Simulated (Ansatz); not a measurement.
# C₂H₅F₃Si: basis-set convergence

One table from this session's results is given with a row withheld; the runs are named, their logs left out.

Computed with Ansatz 0.2.0, Gaussian basis. Level: one geometry, several basis sets.

Levels to be run: PBE0-D4/def2-SVP; ωB97M-V/def2-SVP; PBE0-D4/def2-QZVPP; ωB97M-V/def2-QZVPP; the functionals' def2-TZVPP values are taken from earlier runs.

## Structure used throughout

All runs share one geometry, relaxed beforehand with PBE0-D4 in a triple-zeta def2 set.

SMILES `C[SiH2]C(F)(F)F`, 11 atoms, charge 0, spin multiplicity 1.

Atoms are counted from 1 here; the program's logs count them from 0.

Bond lengths: C1–Si2 1.859 Å, C1–H7 1.092 Å, C1–H8 1.092 Å, C1–H9 1.092 Å, Si2–C3 1.934 Å, Si2–H10 1.483 Å, Si2–H11 1.483 Å, C3–F4 1.349 Å, C3–F5 1.345 Å, C3–F6 1.349 Å. Angles: Si2–C1–H7 110.6°, Si2–C1–H8 110.6°, Si2–C1–H9 110.6°, H7–C1–H8 108.3°, H7–C1–H9 108.3°, H8–C1–H9 108.4°, C1–Si2–C3 108.3°, C1–Si2–H10 112.9°, C1–Si2–H11 112.9°, C3–Si2–H10 106.0°, C3–Si2–H11 106.0°, H10–Si2–H11 110.3°, Si2–C3–F4 111.8°, Si2–C3–F5 112.8°, Si2–C3–F6 111.8°, F4–C3–F5 106.8°, F4–C3–F6 106.5°, F5–C3–F6 106.7°.

Geometry (Å):

```
C    -0.3495   -1.1598    1.0510
Si    0.6667   -0.3591   -0.2845
C    -0.1630    1.3246   -0.7498
F    -1.4250    1.1558   -1.1948
F     0.5026    1.9847   -1.7137
F    -0.2386    2.1561    0.3095
H     0.0875   -2.1166    1.3453
H    -1.3680   -1.3419    0.7021
H    -0.3967   -0.5194    1.9342
H     2.0431   -0.0270    0.1574
H     0.7062   -1.1543   -1.5359
```

Set-up of the first run:

File in.yaml:

```yaml
crystal:
  periodic: [false, false, false]
  atoms:
    - {symbol: C, position_ang: [-0.349503, -1.159823, 1.051027]}
    - {symbol: Si, position_ang: [0.666749, -0.359064, -0.284474]}
    - {symbol: C, position_ang: [-0.163032, 1.324630, -0.749836]}
    - {symbol: F, position_ang: [-1.424984, 1.155787, -1.194779]}
    - {symbol: F, position_ang: [0.502619, 1.984658, -1.713676]}
    - {symbol: F, position_ang: [-0.238628, 2.156051, 0.309468]}
    - {symbol: H, position_ang: [0.087455, -2.116593, 1.345262]}
    - {symbol: H, position_ang: [-1.368048, -1.341872, 0.702084]}
    - {symbol: H, position_ang: [-0.396661, -0.519374, 1.934167]}
    - {symbol: H, position_ang: [2.043117, -0.026976, 0.157419]}
    - {symbol: H, position_ang: [0.706214, -1.154325, -1.535861]}
basis:
  gaussian: {orbitals: def2-SVP}
hamiltonian: {xc: pbe0, dispersion: d4}
output: {orbitals: {seedname: orbitals}}
```

Started as:

```console
$ ansatz run in.yaml --threads 4 --pin off --events-out ev --progress --plain --max-ram 10444MiB
```

Among the steps run: PBE0-D4 in def2-SVP; ωB97M-V in def2-SVP; PBE0-D4 in def2-QZVPP; ωB97M-V in def2-QZVPP.

One table of the session follows, with a row left open; its other results are not shown here.

It belongs to the step «Functionals by basis». 

```
functional       basis  HOMO (eV)  LUMO (eV)
   PBE0-D4    def2-SVP          ?          ?
   PBE0-D4  def2-TZVPP      -9.29       0.37
   PBE0-D4  def2-QZVPP      -9.32       0.14
   ωB97M-V    def2-SVP     -11.44       2.73
   ωB97M-V  def2-TZVPP     -11.59       1.89
   ωB97M-V  def2-QZVPP     -11.63       1.38
```

Estimate the missing values for PBE0-D4, def2-SVP.

**Answer.** HOMO (eV): -9.17; LUMO (eV): 0.92. In the column «HOMO (eV)» it is the highest.
